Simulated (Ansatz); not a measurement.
# SiBr (doublet): from Hartree-Fock to the top rungs, cc-pVDZ

How much of the correlation energy of SiBr (doublet) does each wave-function method recover here?

Program: Ansatz 0.2.0, Gaussian basis. Level of theory: cc-pVDZ, core rule «outside noble gas», up to 19 orbitals frozen. These are calculated values, not measurements.

Plan: UHF; CCSD(T) on ROHF; CCSD(T) on UHF; BCCD(T) on ROHF; CISD; CCSDT(Q) on ROHF; CCSDT(Q) on UHF; CASSCF and MRCISD+Q, 11 electrons in 8 orbitals; CASSCF and MRCISD+Q(relaxed), 11 electrons in 8 orbitals; CASSCF and NEVPT2, 11 electrons in 8 orbitals.

10 further runs of the same task are left out: 5 that didn't finish, 5 set aside as unsound or not needed.

### Step 1. The geometry

The geometry is a PBE0/def2-TZVP stationary point (not a proven minimum). No spin-orbit coupling is included. The filled d shell of Br may be among the frozen orbitals whatever the setting's name suggests; the logs give the count.

2 atoms, charge 0, spin multiplicity 2.

Atoms are counted from 1 here; the program's logs count them from 0.

Bond lengths: Si1–Br2 2.232 Å.

### Step 2. UHF

Contents of in.yaml:

```yaml
crystal:
  periodic: [false, false, false]
  atoms:
    - {symbol: Si, position_ang: [0.000000, 0.000000, 0.000000]}
    - {symbol: Br, position_ang: [0.000000, 0.000000, 2.231500]}
basis:
  gaussian: {orbitals: cc-pVDZ}
magnetization: {spin_polarized: true, initial_magnetization: 1}
hamiltonian: {xc: hf}
output: {orbitals: {seedname: orbitals}}
```

Started as:

```bash
$ ansatz run in.yaml --threads 1 --pin off --events-out ev --progress --plain --max-ram 2393MiB
```

The runs that follow: CCSD(T) on ROHF; CCSD(T) on UHF; BCCD(T) on ROHF; CISD; CCSDT(Q) on ROHF; CCSDT(Q) on UHF; CASSCF and MRCISD+Q, 11 electrons in 8 orbitals; CASSCF and MRCISD+Q(relaxed), 11 electrons in 8 orbitals; CASSCF and NEVPT2, 11 electrons in 8 orbitals.

Before running them: what should the planned runs give, taken together? Wanted: UCCSDT(Q) below the RHF energy; RMP2 from UCCSDT(Q); UMP2 from UCCSDT(Q); RCCSD from UCCSDT(Q); RCCSD(T) from UCCSDT(Q); UCCSD(T) from UCCSDT(Q); RCCSDT(Q) from UCCSDT(Q); NEVPT2 valence from UCCSDT(Q); MRCISD+Q valence from UCCSDT(Q).

**Answer**, as computed:

| quantity | value |
| --- | --- |
| UCCSDT(Q) below the RHF energy | -5.6975 eV |
| RMP2 from UCCSDT(Q) | +20.20 kcal/mol |
| UMP2 from UCCSDT(Q) | +20.56 kcal/mol |
| RCCSD from UCCSDT(Q) | +4.30 kcal/mol |
| RCCSD(T) from UCCSDT(Q) | +0.81 kcal/mol |
| UCCSD(T) from UCCSDT(Q) | +0.82 kcal/mol |
| RCCSDT(Q) from UCCSDT(Q) | +0.05 kcal/mol |
| NEVPT2 valence from UCCSDT(Q) | +24.23 kcal/mol |
| MRCISD+Q valence from UCCSDT(Q) | +0.43 kcal/mol |
| MRCISD+Q(relaxed) valence from UCCSDT(Q) | -0.10 kcal/mol |
| levels within 1 kcal/mol (43 meV) | RCCSD(T), UCCSD(T), BCCD(T), RCCSDT, UCCSDT, RCCSDT(Q), MRCISD+Q valence, MRCISD+Q(relaxed) valence |
| T1 diagnostic | 0.021 |
| effectively unpaired electrons | 1.03 |

What this shows: RCCSD(T) lands +0.81 kcal/mol from the yardstick (0.6 % of the correlation energy). One determinant dominates. Of the multireference levels listed MRCISD+Q(relaxed) valence comes nearest in total energy (-0.10 kcal/mol), which doesn't show that its space is the better one. These misses are within one basis, not against nature; the frozen cores of restricted and unrestricted runs differ, which can shift their rows.
